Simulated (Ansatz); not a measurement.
# C₂H₇AlZn: one species, many methods

An exercise on one series of results from a longer session: the logs are not shown, and one member is left open.

The runs use Ansatz 0.2.0, Gaussian basis; functionals in def2-TZVPP, the program's frozen cores in correlated methods.

Levels to be run: PBE-D4, r2SCAN-D4, PBE0-D4, B3LYP-D4, ωB97X-V, ωB97M-V, B2PLYP; CCSD(T)/def2-TZVPP; MP2/def2-QZVPP; extrapolation to the limit.

## The geometry

All runs share one geometry, relaxed beforehand with PBE0-D4 in a triple-zeta def2 set.

11 atoms, charge 0, spin multiplicity 1.

Atoms are counted from 1 here; the program's logs count them from 0.

Bond lengths: C1–C2 1.534 Å, C1–H5 1.095 Å, C1–H6 1.095 Å, C1–H7 1.095 Å, C2–Al3 1.973 Å, C2–H8 1.095 Å, C2–H9 1.095 Å, Al3–H10 1.599 Å, Al3–H11 1.599 Å. Angles: C2–C1–H5 111.8°, C2–C1–H6 112.1°, C2–C1–H7 111.8°, H5–C1–H6 106.9°, H5–C1–H7 107.1°, H6–C1–H7 106.9°, C1–C2–Al3 110.5°, C1–C2–H8 109.7°, C1–C2–H9 109.7°, Al3–C2–H8 110.3°, Al3–C2–H9 110.3°, H8–C2–H9 106.3°, C2–Al3–H10 120.1°, C2–Al3–H11 120.1°, H10–Al3–H11 118.0°.

The first run:

File in.yaml:

```yaml
crystal:
  periodic: [false, false, false]
  atoms:
    - {symbol: C, position_ang: [-0.559355, 1.458321, 0.319450]}
    - {symbol: C, position_ang: [-0.339461, -0.036687, 0.583400]}
    - {symbol: Al, position_ang: [0.742385, -0.840982, -0.857554]}
    - {symbol: Zn, position_ang: [0.842375, -3.484465, 0.073054]}
    - {symbol: H, position_ang: [0.387021, 2.005933, 0.269182]}
    - {symbol: H, position_ang: [-1.158530, 1.930879, 1.104621]}
    - {symbol: H, position_ang: [-1.081887, 1.631801, -0.626544]}
    - {symbol: H, position_ang: [0.156197, -0.171781, 1.550645]}
    - {symbol: H, position_ang: [-1.307008, -0.544187, 0.659702]}
    - {symbol: H, position_ang: [2.336064, -0.713875, -0.830132]}
    - {symbol: H, position_ang: [0.047498, -1.291955, -2.225221]}
basis:
  gaussian: {orbitals: def2-TZVPP}
hamiltonian: {xc: pbe, dispersion: d4}
output: {forces: true, orbitals: {seedname: orbitals}}
```

Launch:

```sh
$ ansatz run in.yaml --threads 4 --pin off --events-out ev --progress --plain --max-ram 10444MiB
```

Steps of the session up to this table: PBE-D4 (GGA); r2SCAN-D4 (meta-GGA); PBE0-D4 (hybrid); B3LYP-D4 (hybrid); ωB97X-V (range-separated); ωB97M-V (range-separated); B2PLYP (double hybrid); CCSD(T) in def2-TZVPP; MP2 in def2-QZVPP.

One table of the session follows, with a row left open; its other results are not shown here.

| method | atomisation energy (eV) |
| --- | --- |
| PBE-D4 | ? |
| r2SCAN-D4 | 35.372 |
| PBE0-D4 | 35.274 |
| B3LYP-D4 | 35.308 |
| ωB97X-V | 35.317 |
| ωB97M-V | 35.332 |
| B2PLYP | 34.818 |
| HF/def2-TZVPP | 26.710 |
| MP2/def2-TZVPP | 34.583 |
| CCSD/def2-TZVPP | 34.137 |
| CCSD(T)/def2-TZVPP | 34.507 |
| MP2/CBS | 35.343 |
| CCSD(T)/CBS | 35.267 |

Estimate the missing values for PBE-D4.

As computed: atomisation energy (eV): 35.533. In the column «atomisation energy (eV)» it is the highest.
